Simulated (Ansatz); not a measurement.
# Li2Cu: the cost of one run

Computed with Ansatz 0.2.0 (DFT PBE, scalar-relativistic, plane waves, PAW, unless a step's input says otherwise).

### 1 The structure to begin with

Symmetry: Pmmm, No. 47, orthorhombic system. The conventional cell has a = 3.359 Å, b = 4.802 Å, c = 14.000 Å, α = 90.00°, β = 90.00°, γ = 90.00°. Li (site symmetry m2m) has 2 Cu at 2.09 Å and 1 Li at 2.33 Å as nearest neighbours. Around Cu (site symmetry mmm) lie 4 Li at 2.09 Å.

As a file:

```cif
data_structure
_symmetry_space_group_name_H-M 'P 1'
_symmetry_Int_Tables_number 1
_cell_length_a 3.3588
_cell_length_b 4.8024
_cell_length_c 14.0000
_cell_angle_alpha 90.000
_cell_angle_beta 90.000
_cell_angle_gamma 90.000
_cell_volume 225.82
loop_
_atom_site_label
_atom_site_type_symbol
_atom_site_fract_x
_atom_site_fract_y
_atom_site_fract_z
_atom_site_occupancy
Li1 Li 0.00000 0.75767 0.50000 1
Li2 Li 0.00000 0.24233 0.50000 1
Cu1 Cu 0.50000 0.50000 0.50000 1
```

Recipe of the guess: random sheet by layer group and Wyckoff sites. The dimensions are guesses.

It is a sheet, periodic along a and b, with vacuum along c; volumes and pressures of the box carry no meaning, and space groups named for it are those of the box.

### 2 Probe: one point on a coarse mesh

The input, input.yaml:

```yaml
crystal:
  lattice:
    - [3.358754, 0.0, 0.0]
    - [0.0, 4.802421, 0.0]
    - [0.0, 0.0, 14.0]
  atoms:
    - { symbol: Li, position: [0.0, 0.75766619, 0.5] }
    - { symbol: Li, position: [0.0, 0.24233381, 0.5] }
    - { symbol: Cu, position: [0.5, 0.5, 0.5] }
  periodic: [true, true, false]
basis:
  ecutwfc: 420
kpoints:
  mp_grid: { grid: [6, 4, 1] }
hamiltonian:
  xc: pbe
scf:
  occupations: { method: gaussian, width: 0.1 }
  lower_state_search: "off"
output:
  forces: true
  stress: true
  eigenvalues: true
```

The run is started by

```
> ansatz run input.yaml --threads 1 --pin off --max-ram 2048MiB --backend cpu --events-out ev --progress --plain --runs-dir out
```

What time and memory should one allow on 1 thread of Arm Neoverse V1, shared host?

About 6.7 s, with a peak of 0.5 GiB.
